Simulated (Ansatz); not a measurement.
# InSb2As3: the cost of one run

Program: Ansatz 0.2.0. Level of theory: DFT PBE, scalar-relativistic, plane waves, PAW, unless a step names another level. These are calculated values, not measurements.

10 further runs of the same task are left out: 2 that didn't finish, 8 set aside as unsound or not needed.

**1. The formula and the candidates**

Pauling electronegativities: In 1.78, Sb 2.05, As 2.18 (spread 0.40). The formula balances with common oxidation states: Sb +3, In +3, As -3, a formal count that means little at so small a spread. Tabulated atomic sizes suggest about 25 Å³/atom. 20 candidates were drawn, by swapping species into database cells of other compounds, at random by space group and Wyckoff sites, or by hand, as the table says:

```csv
name,made from,space group no.,Wyckoff sites,atoms (primitive cell),V (Å³/atom)
c01,random,164,In 1a; Sb 2d; As 3e,6,26.9
c02,built by hand: rocksalt ordered 1:2 along 001,139,"In 2a; Sb 4e; As 4e, 2b",6,25.1
c03,built by hand: Cu2GeSe3-type ordered zincblende,44,"In 2a; Sb 4d; As 4d, 2b",6,25.0
c04,random,189,In 1a; Sb 2c; As 3g,6,31.2
c05,database cell of Sr2AlIn3,156,"In 1b; Sb 1a, 1a; As 1c, 1c, 1b",6,29.5
c06,database cell of LaAl2Cu3,65,"In 2a; Sb 4f; As 4i, 2c",6,26.3
c07,random,191,"In 1b; Sb 2d; As 2c, 1a",6,26.4
c08,database cell of Li3LaSb2,164,"In 1a; Sb 2d; As 1b, 2d",6,29.2
c09,database cell of NaSn2Pd3,183,In 1a; Sb 2b; As 3c,6,26.6
c10,database cell of Er2Mg3Ru,123,"In 1a; Sb 2h; As 2g, 1d",6,32.6
c11,database cell of Y2Ga3Ag,156,"In 1a; Sb 1c, 1c; As 1b, 1b, 1a",6,26.6
c12,random,123,"In 1d; Sb 2g; As 1a, 2f",6,28.7
c13,random,187,In 1f; Sb 2g; As 3j,6,25.3
c14,random,123,"In 1c; Sb 2f; As 2e, 1d",6,25.1
c15,database cell of Ho2In3Cu,156,"In 1a; Sb 1b, 1b; As 1c, 1c, 1a",6,27.3
c16,random,189,In 1b; Sb 2d; As 3g,6,29.9
c17,database cell of SrAg3Pd2,191,In 1a; Sb 2c; As 3g,6,26.3
c18,random,164,"In 1b; Sb 2d; As 2d, 1a",6,25.0
c19,built by hand: A7 (SbAs-type) ordered bilayers,156,"In 1a; Sb 1c, 1b; As 1a, 1b, 1c",6,25.0
c20,database cell of Pr2GeRh3,166,In 3a; Sb 6c; As 9d,6,24.7
```

**2. Screening run of c01**

Contents of input.yaml:

```yaml
crystal:
  lattice:
    - [5.51988286, 0.0, 0.0]
    - [-2.75994143, 4.78035878, 0.0]
    - [0.0, 0.0, 6.11657782]
  atoms:
    - { symbol: In, position: [0.0, 0.0, 0.0] }
    - { symbol: Sb, position: [0.33333333, 0.66666667, 0.64009095] }
    - { symbol: Sb, position: [0.66666667, 0.33333333, 0.35990905] }
    - { symbol: As, position: [0.5, 0.0, 0.0] }
    - { symbol: As, position: [0.0, 0.5, 0.0] }
    - { symbol: As, position: [0.5, 0.5, 0.0] }
basis:
  ecutwfc: 420
kpoints:
  mp_grid: { grid: [4, 4, 3] }
hamiltonian:
  xc: pbe
scf:
  occupations: { method: gaussian, width: 0.2 }
  lower_state_search: "off"
output:
  forces: true
  stress: true
  eigenvalues: true
relax:
  adjacent_minimum: "off"
  f_tol: 0.08
  max_steps: 16
  cell: { stress_tol: 0.8 }
```

Launch:

```
ansatz run input.yaml --threads 1 --pin off --max-ram 2560MiB --backend cpu --events-out ev --progress --plain --runs-dir out
```

What time and memory should one allow on 1 thread of Intel Xeon Platinum 8488C (Sapphire Rapids), shared host?

About 36 s, with a peak of 0.5 GiB.
